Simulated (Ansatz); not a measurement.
# GaAsH+ (quintet): the correlation ladder, cc-pVDZ

How much of the correlation energy of GaAsH+ (quintet) does each wave-function method recover here?

The runs use Ansatz 0.2.0, Gaussian basis; cc-pVDZ, core rule «outside noble gas», up to 28 orbitals frozen.

The runs, in order: UHF; CCSD(T) on ROHF; CCSD(T) on UHF; BCCD(T) on ROHF; CISD as a restricted active space (open shells left free, so some higher excitations enter); CCSDT(Q) on ROHF; CCSDT(Q) on UHF; CCSDTQ on ROHF; CCSDTQ on UHF.

14 further runs of the same task are left out: 11 for a known fault of the program, 3 set aside as unsound or not needed. Runs told in other sessions of the task aren't counted.

## Step 1: The system

The geometry is a PBE0/def2-TZVP stationary point (not a proven minimum) of the parent state, kept for this charge and spin. No spin-orbit coupling is included. The filled d shell of Ga, As may be among the frozen orbitals whatever the setting's name suggests.

3 atoms, charge 1, spin multiplicity 5.

Atoms are counted from 1 here; the program's logs count them from 0.

Bond lengths: Ga1–As2 2.510 Å, Ga1–H3 1.618 Å. Angles: As2–Ga1–H3 115.1°.

Coordinates:

```xyz
3
charge 1, multiplicity 5
Ga    0.0000   -0.5055    0.5943
As    0.0000   -0.4355   -1.9147
H     0.0000    0.9410    1.3204
```

## Step 2: UHF

in.yaml

```yaml
crystal:
  periodic: [false, false, false]
  atoms:
    - {symbol: Ga, position_ang: [0.000000, -0.505457, 0.594301]}
    - {symbol: As, position_ang: [0.000000, -0.435519, -1.914688]}
    - {symbol: H, position_ang: [0.000000, 0.940976, 1.320387]}
basis:
  gaussian: {orbitals: cc-pVDZ}
total_charge: 1
magnetization: {spin_polarized: true, initial_magnetization: 4}
hamiltonian: {xc: hf}
output: {orbitals: {seedname: orbitals}}
```

Started as:

```sh
> ansatz run in.yaml --threads 1 --pin off --events-out ev --progress --plain --max-ram 4096MiB --backend cpu
```

Further steps of the session: CCSD(T) on ROHF; CCSD(T) on UHF; BCCD(T) on ROHF; CISD as a restricted active space (open shells left free, so some higher excitations enter); CCSDT(Q) on ROHF; CCSDT(Q) on UHF; CCSDTQ on ROHF; CCSDTQ on UHF.

**Question.** What will the summary of the whole plan be? Wanted: UCCSDTQ from the RHF energy; RMP2 from UCCSDTQ; UMP2 from UCCSDTQ; RCCSD from UCCSDTQ; RCCSD(T) from UCCSDTQ; UCCSD(T) from UCCSDTQ; RCCSDT(Q) from UCCSDTQ; UCCSDT(Q) from UCCSDTQ; T1 diagnostic.

As calculated:

```
                         quantity                                                    value
      UCCSDTQ from the ROHF energy                                               -3.4674 eV
                RMP2 from UCCSDTQ                                             +87.8 kJ/mol
                UMP2 from UCCSDTQ                                             +81.5 kJ/mol
               RCCSD from UCCSDTQ                                             +12.6 kJ/mol
            RCCSD(T) from UCCSDTQ                                              +5.1 kJ/mol
            UCCSD(T) from UCCSDTQ                                              +2.5 kJ/mol
           RCCSDT(Q) from UCCSDTQ                                              +2.6 kJ/mol
           UCCSDT(Q) from UCCSDTQ                                              +0.1 kJ/mol
levels within 1 kcal/mol (43 meV)  UCCSD(T), RCCSDT, UCCSDT, RCCSDT(Q), UCCSDT(Q), RCCSDTQ
                    T1 diagnostic                                                    0.038
```

In words: RCCSD(T) lands +5.1 kJ/mol from the yardstick (1.5 % of the correlation energy). CCSD(T) misses by +5.1 kJ/mol on the restricted determinant and by +2.5 kJ/mol on the unrestricted one; the two need not hold the same state or core. These misses are within one basis, not against nature; the frozen cores of restricted and unrestricted runs differ, which can shift their rows.
